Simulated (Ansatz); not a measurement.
# CH3AlO2S: the cost of one run

The runs use Ansatz 0.2.0, Gaussian basis; the settings change from run to run.

## Step 1: The molecule

The structure was relaxed beforehand with PBE0-D4/def2-TZVP.

SMILES `O[CH]1[S][Al]1[OH]`, 8 atoms, charge 0, spin multiplicity 1.

Atoms are counted from 1 here; the program's logs count them from 0.

Bond lengths: O1–C2 1.376 Å, O1–H6 0.964 Å, C2–S3 1.996 Å, C2–Al4 1.913 Å, C2–H7 1.090 Å, S3–Al4 2.106 Å, Al4–O5 1.678 Å, O5–H8 0.955 Å. Angles: C2–O1–H6 109.7°, O1–C2–S3 114.6°, O1–C2–Al4 121.2°, O1–C2–H7 113.4°, S3–C2–Al4 65.2°, S3–C2–H7 105.0°, Al4–C2–H7 123.4°, C2–S3–Al4 55.5°, C2–Al4–S3 59.3°, C2–Al4–O5 149.7°, S3–Al4–O5 151.0°, Al4–O5–H8 125.7°.

## Step 2: B97M-V/6-31G*

Options: charge +1, multiplicity 2, restricted open-shell orbitals, atoms shaken by 0.08 Å.

in.yaml reads:

```yaml
crystal:
  periodic: [false, false, false]
  atoms:
    - {symbol: O, position_ang: [-0.048588, 1.646068, 0.609011]}
    - {symbol: C, position_ang: [0.534010, 0.811685, -0.152260]}
    - {symbol: S, position_ang: [1.380244, -0.627707, 0.882600]}
    - {symbol: Al, position_ang: [-0.373397, -0.944001, -0.282338]}
    - {symbol: O, position_ang: [-1.561743, -1.866492, -0.711324]}
    - {symbol: H, position_ang: [0.554671, 2.290817, 1.044388]}
    - {symbol: H, position_ang: [1.139310, 1.255028, -0.722793]}
    - {symbol: H, position_ang: [-1.870238, -2.700603, -0.506376]}
basis:
  gaussian: {orbitals: "6-31G*"}
total_charge: 1
magnetization: {spin_polarized: false, initial_magnetization: 1}
hamiltonian: {xc: {name: B97M-V}}
output: {forces: true}
```

Launch:

```sh
$ ansatz run in.yaml --threads 2 --pin off --events-out ev --progress --plain --max-ram 4352MiB
```

What time and memory should one allow on 2 threads of Arm Neoverse V2, shared host?

About 21 s, with a peak of 0.35 GiB.
